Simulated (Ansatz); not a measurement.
# ZrF+ (triplet): the correlation ladder, def2-TZVPP

An exercise on one series of results from a longer session: the logs are not shown, and one member is left open.

Program: Ansatz 0.2.0, Gaussian basis. Level of theory: def2-TZVPP, core rule «outside noble gas», up to 5 orbitals frozen. These are calculated values, not measurements.

The runs, in order: UHF; ROHF; CCSD(T) on UHF.

2 further runs of the same task are left out: 2 set aside as unsound or not needed.

**What is computed**

The geometry is a PBE0/def2-TZVP stationary point (not a proven minimum) of the parent state, kept for this charge and spin. No spin-orbit coupling is included. Elements past krypton take def2 core potentials.

2 atoms, charge 1, spin multiplicity 3.

Atoms are counted from 1 here; the program's logs count them from 0.

Bond lengths: Zr1–F2 1.857 Å.

Set-up of the first run:

in.yaml reads:

```yaml
crystal:
  periodic: [false, false, false]
  atoms:
    - {symbol: Zr, position_ang: [0.000000, 0.000000, 0.000000]}
    - {symbol: F, position_ang: [0.000000, 0.000000, 1.857200]}
basis:
  gaussian: {orbitals: def2-TZVPP}
total_charge: 1
magnetization: {spin_polarized: true, initial_magnetization: 2}
hamiltonian: {xc: hf}
output: {orbitals: {seedname: orbitals}}
```

Command:

```sh
ansatz run in.yaml --threads 1 --pin off --events-out ev --progress --plain --max-ram 4096MiB --backend cpu
```

Steps of the session up to this table: UHF; ROHF; CCSD(T) on UHF.

One table of the session follows, with a row left open; its other results are not shown here.

It belongs to the step «Misses and costs». 

| method | from UCCSD(T) (meV) |
| --- | --- |
| ROHF | +8482.6 |
| UHF | +8380.0 |
| UMP2 | ? |
| UCCSD | +315.4 |
| UCCSD(T) | 0 |

**Question.** Estimate the row for UMP2.

As computed: from UCCSD(T) (meV): +241.2. In the column «from UCCSD(T) (meV)» it lies between UCCSD(T) (0) and UCCSD (+315.4).
